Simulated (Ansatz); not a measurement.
# NaSe (doublet): from Hartree-Fock to the top rungs at distance Se1–Na2 = 4.798 Å, cc-pVDZ

Aim: climb from Hartree-Fock through coupled cluster and multireference methods for NaSe (doublet) at one geometry and basis, and see what each rung misses.

Method: cc-pVDZ, core rule «outside noble gas», up to 19 orbitals frozen; program: Ansatz 0.2.0, Gaussian basis.

The runs, in order: UHF; CCSD(T) on ROHF; CCSD(T) on UHF; BCCD(T) on ROHF; CISD; CCSDT(Q) on ROHF; CCSDT(Q) on UHF; CASSCF and MRCISD+Q, 3 electrons in 3 orbitals; CASSCF and NEVPT2, 3 electrons in 3 orbitals; Full CI.

55 further runs of the same task are left out: 40 for a known fault of the program, 10 that didn't finish, 5 set aside as unsound or not needed.

### Step 1. What is computed

The geometry derives from a PBE0/def2-TZVP stationary point (not a proven minimum). One bond is set to the value named and the two fragments are kept rigid. No spin-orbit coupling is included. The filled d shell of Se may be among the frozen orbitals whatever the setting's name suggests; the logs give the count.

2 atoms, charge 0, spin multiplicity 2.

Atoms are counted from 1 here; the program's logs count them from 0.

No contacts short enough for the rule that draws bonds.

### Step 2. UHF

Contents of in.yaml:

```yaml
crystal:
  periodic: [false, false, false]
  atoms:
    - {symbol: Se, position_ang: [0.000000, 0.000000, 0.000000]}
    - {symbol: Na, position_ang: [0.000000, 0.000000, 4.798000]}
basis:
  gaussian: {orbitals: cc-pVDZ}
magnetization: {spin_polarized: true, initial_magnetization: 1}
hamiltonian: {xc: hf}
output: {orbitals: {seedname: orbitals}}
```

Launch:

```
$ ansatz run in.yaml --threads 1 --pin off --events-out ev --progress --plain --max-ram 2393MiB
```

After this run come: CCSD(T) on ROHF; CCSD(T) on UHF; BCCD(T) on ROHF; CISD; CCSDT(Q) on ROHF; CCSDT(Q) on UHF; CASSCF and MRCISD+Q, 3 electrons in 3 orbitals; CASSCF and NEVPT2, 3 electrons in 3 orbitals; Full CI.

Before running them: what should the planned runs give, taken together? Wanted: FCI from the RHF energy; RMP2 from FCI; UMP2 from FCI; RCCSD from FCI; RCCSD(T) from FCI; UCCSD(T) from FCI; RCCSDT(Q) from FCI; UCCSDT(Q) from FCI; NEVPT2 pair from FCI.

The runs gave:

```
                         quantity                                                          value
          FCI from the ROHF energy                                                     -3.5427 eV
                    RMP2 from FCI                                                +18.78 kcal/mol
                    UMP2 from FCI                                                +12.61 kcal/mol
                   RCCSD from FCI                                                 +4.07 kcal/mol
                RCCSD(T) from FCI                                                 +0.94 kcal/mol
                UCCSD(T) from FCI                                                 +1.04 kcal/mol
               RCCSDT(Q) from FCI                                                 -0.34 kcal/mol
               UCCSDT(Q) from FCI                                                 -0.04 kcal/mol
             NEVPT2 pair from FCI                                                +10.29 kcal/mol
           MRCISD+Q pair from FCI                                                 +0.17 kcal/mol
levels within 1 kcal/mol (43 meV)  RCCSD(T), RCCSDT, UCCSDT, RCCSDT(Q), UCCSDT(Q), MRCISD+Q pair
                    T1 diagnostic                                                          0.214
   effectively unpaired electrons                                                           2.02
```

RCCSD(T) lands +0.94 kcal/mol from the yardstick (1.1 % of the correlation energy). RCCSDT(Q) falls below full CI, which methods that aren't variational can do. The occupations show strong static correlation (2.0 unpaired electrons where one determinant has 1). Coupled cluster on one determinant still stays close here. Of the multireference levels listed MRCISD+Q pair comes nearest in total energy (+0.17 kcal/mol), which doesn't show that its space is the better one. These misses are within one basis, not against nature; the frozen cores of restricted and unrestricted runs differ, which can shift their rows.

Levels on UHF freeze UHF's core orbitals, full CI those of ROHF, so the U rows can settle a little off it for that reason alone.

With open shells the CI space here admits some triples and quadruples, so it is larger than plain CISD.
